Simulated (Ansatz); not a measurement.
# BiMo (rocksalt): equation of state

One table from this session's results is given with a row withheld; the runs are named, their logs left out.

Method: DFT r²SCAN, scalar-relativistic, plane waves, PAW, in Ansatz 0.2.0.

2 further runs of the same task are left out: 2 that didn't finish. Runs told in other sessions of the task aren't counted.

## The starting structure

The structure is cubic, space group Fm-3m (No. 225). The conventional cell has a = 5.655 Å, b = 5.655 Å, c = 5.655 Å, α = 90.00°, β = 90.00°, γ = 90.00°. Mo (site symmetry m-3m) has 6 Bi at 2.83 Å in its first shell of neighbours. Around Bi (site symmetry m-3m) lie 6 Mo at 2.83 Å.

Structure file:

```
Mo Bi
1.0
     0.00000    2.82743    2.82743
     2.82743    0.00000    2.82743
     2.82743    2.82743    0.00000
Mo Bi
1 1
Direct
  0.50000 0.50000 0.50000
  0.00000 0.00000 0.00000
```

An earlier run at r²SCAN left this cell at 22.603 Å³/atom and 0.00 GPa (10×10×10 mesh).

Volume factors to run: 0.980, 1.020, 0.960, 1.040, 1.070.

Set-up of the first run:

The input, input.yaml:

```yaml
crystal:
  lattice:
    - [0.0, 2.8084523354, 2.8084523354]
    - [2.8084523354, 0.0, 2.8084523354]
    - [2.8084523354, 2.8084523354, 0.0]
  atoms:
    - { symbol: Mo, position: [0.5, 0.5, 0.5] }
    - { symbol: Bi, position: [0.0, 0.0, 0.0] }
basis:
  ecutwfc: 500
  ecutrho_ratio: 4
kpoints:
  mp_grid: { grid: [10, 10, 10] }
hamiltonian:
  xc: r2scan
scf:
  occupations: { method: gaussian, width: 0.05 }
output:
  forces: true
  stress: true
  eigenvalues: true
```

Started as:

```
$ ansatz run input.yaml --threads 2 --pin off --max-ram 2662MiB --backend cpu --events-out ev --progress --plain --runs-dir out
```

Among the steps run: Scaling the volume by 0.980; Volume × 1.020; Volume × 0.960; Scaling the volume by 1.040; At 1.070 of the relaxed volume.

One of the session's tables, all rows but one given; the rest of the session is left out.

It belongs to the step «The fit». 

```
volume (Å³/atom)  energy (meV/atom)  pressure (GPa)
          21.699              13.90            5.13
          22.151               3.33            2.42
          22.603               0.00            0.00
          23.056               3.12           -2.16
          23.508                  ?               ?
          24.186              34.75           -6.58
```

**Question.** Estimate the row for volume (Å³/atom) = 23.508.

Worked estimate for «energy (meV/atom)». A straight line through the neighbours (23.056, 3.12) and (24.186, 34.75) gives 3.12 + (34.75 − 3.12) × (23.508 − 23.056) / (24.186 − 23.056) = 15.77; a parabola fitted to 3 rows on both sides gives 11.69.

**Answer.** energy (meV/atom): 12.00; pressure (GPa): -4.08. In «energy (meV/atom)» the line misses by +3.77 and the parabola by -0.31.
